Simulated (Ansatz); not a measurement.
# CHN with SbH3: structure and interaction energy

Aim: relax the pair, then compute its interaction energy with counterpoise at many levels, up to CCSD(T).

Method: PBE0-D4 structure, single points in def2-TZVPPD; program: Ansatz 0.2.0, Gaussian basis.

Levels: PBE-D4, revPBE-D4, BLYP-D4, r2SCAN-D4, B97M-V, PBE0-D4, B3LYP-D4, HSE06-D4, wB97X-V, wB97M-V, B2PLYP, Hartree-Fock, MP2, CCSD, CCSD(T). The reference is CCSD(T) extrapolated to the basis limit. For elements past Ar these valence bases correlate outer-core shells poorly, so that limit is rough.

Correlated methods freeze the cores. Filled d shells of the heavier atoms are correlated. Core potentials replace the inner electrons past krypton, and spin-orbit coupling is left out. B3LYP uses VWN-RPA correlation. B2PLYP carries no dispersion term here.

176 further runs of the same task are left out: 176 set aside as unsound or not needed.

## Step 1: The starting structure

The pair, from a GFN2-xTB docking trial: 7 atoms, charge 0, spin multiplicity 1.

Atoms are counted from 1 here; the program's logs count them from 0.

Bond lengths: C1–N2 1.137 Å, C1–H3 1.058 Å, Sb4–H5 1.686 Å, Sb4–H6 1.698 Å, Sb4–H7 1.692 Å. Angles: N2–C1–H3 178.9°, H5–Sb4–H6 88.3°, H5–Sb4–H7 88.4°, H6–Sb4–H7 88.2°.

Coordinates:

```
C     0.27020   -0.13700   -2.47010
N     0.15890    0.55490   -1.57440
H     0.37520   -0.76430   -3.31570
Sb   -0.00310    0.67180    1.40790
H    -1.50310   -0.09900    1.41570
H    -0.02650    0.62730    3.10530
H     0.72850   -0.85370    1.43130
```

Atoms 1 to 3 are fragment A (CHN), the rest fragment B (SbH3).

## Step 2: A first relaxation in a small basis

Input file pre/in.yaml:

```yaml
crystal:
  periodic: [false, false, false]
  atoms:
    - {symbol: C, position_ang: [0.270200, -0.137000, -2.470100]}
    - {symbol: N, position_ang: [0.158900, 0.554900, -1.574400]}
    - {symbol: H, position_ang: [0.375200, -0.764300, -3.315700]}
    - {symbol: Sb, position_ang: [-0.003100, 0.671800, 1.407900]}
    - {symbol: H, position_ang: [-1.503100, -0.099000, 1.415700]}
    - {symbol: H, position_ang: [-0.026500, 0.627300, 3.105300]}
    - {symbol: H, position_ang: [0.728500, -0.853700, 1.431300]}
basis:
  gaussian: {orbitals: def2-SVP}
hamiltonian: {xc: pbe, dispersion: d4}
relax: {f_tol: 0.03, max_steps: 250}
```

On the command line:

```
> ansatz run in.yaml --threads 4 --pin off --events-out ev --progress --plain --max-ram 9574MiB
```

The runs that follow: Relaxation at PBE0-D4; PBE-D4/def2-TZVPPD; r2SCAN-D4/def2-TZVPPD; PBE0-D4/def2-TZVPPD; B3LYP-D4/def2-TZVPPD; wB97X-V/def2-TZVPPD; wB97M-V/def2-TZVPPD; B2PLYP/def2-TZVPPD; BLYP-D4/def2-TZVPPD; revPBE-D4/def2-TZVPPD; B97M-V/def2-TZVPPD; HSE06-D4/def2-TZVPPD; CCSD(T)/def2-TZVPPD; MP2/def2-QZVPPD; SPW92/def2-SVP; PBE-D4/def2-SVP; PBE0-D4/def2-SVP; wB97M-V/def2-SVP; CCSD(T)/def2-SVP; Vibrations of the pair.

Before running it: what results should come out? Wanted: interaction energy, CCSD(T)/CBS; of it Hartree-Fock; D4 term of PBE0-D4; shortest contact; lowest wavenumber.

**Answer**, as computed:

```
                        quantity           value
 interaction energy, CCSD(T)/CBS  -1.80 kcal/mol
of it Hartree-Fock (basis limit)  -0.46 kcal/mol
              D4 term of PBE0-D4  -0.79 kcal/mol
                shortest contact    N2–H7 3.30 Å
               lowest wavenumber         22 cm⁻¹
```

What this shows: The pair is bound by 1.80 kcal/mol at fixed fragment shapes. Hartree-Fock gives 26 % of it, so correlation, mostly dispersion, leads. Among the functionals BLYP-D4 lands nearest to CCSD(T)/CBS (+0.06 kcal/mol) and B2PLYP farthest (+0.64 kcal/mol). Mean unsigned error by rung: GGA 0.12, meta-GGA 0.29, hybrid 0.10, screened hybrid 0.11, range-separated hybrid 0.12, double hybrid 0.64 kcal/mol. PBE-D4 gives an interaction energy 0.17 kcal/mol too low, an error of 9 % of the reference. CCSD(T) moves by -0.20 kcal/mol from triple zeta to the limit; gaps between functionals far smaller than that don't rank them. A lower arrangement may exist.
